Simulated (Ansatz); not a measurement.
# FH2NSn: two geometries relaxed

All numbers below are computed with Ansatz 0.2.0 (RKS LDA/def2-SVP).

### Step 1. The starting structure

Bond lengths: N1–Sn2 2.012 Å, Sn2–F3 1.921 Å, N1–H4 1.101 Å, N1–H5 1.049 Å. Angles: N1–Sn2–F3 107.6°, Sn2–N1–H4 108.1°, Sn2–N1–H5 110.7°, H4–N1–H5 107.6°.

As a file:

```xyz
5

N    -0.6878    0.5717   -0.3355
Sn    0.0037   -0.3588    1.3093
F     1.5476   -1.3777    0.7930
H     0.1143    1.2162   -0.7265
H    -0.9279   -0.1250   -1.0818
```

### Step 2. End point A

input.yaml

```yaml
crystal:
  periodic: [false, false, false]
  atoms:
    - { symbol: "N", position_ang: [-0.6878, 0.5717, -0.3355] }
    - { symbol: Sn, position_ang: [0.0037, -0.3588, 1.3093] }
    - { symbol: F, position_ang: [1.5476, -1.3777, 0.793] }
    - { symbol: H, position_ang: [0.1143, 1.2162, -0.7265] }
    - { symbol: H, position_ang: [-0.9279, -0.125, -1.0818] }
basis:
  gaussian: { orbitals: def2-SVP }
hamiltonian:
  xc: lda
relax:
  f_tol: 0.015
  max_steps: 40
output:
  orbitals: {}
```

The run is started by

```
$ ansatz run input.yaml --threads 1 --pin off --max-ram 2048MiB --backend cpu --events-out ev --progress --plain --runs-dir out
```

**Question.** How long does this run take on 1 thread of Intel Xeon 6975P-C (Granite Rapids), shared host, and how much memory does it need?

About 9.3 s, with a peak of 0.13 GiB.
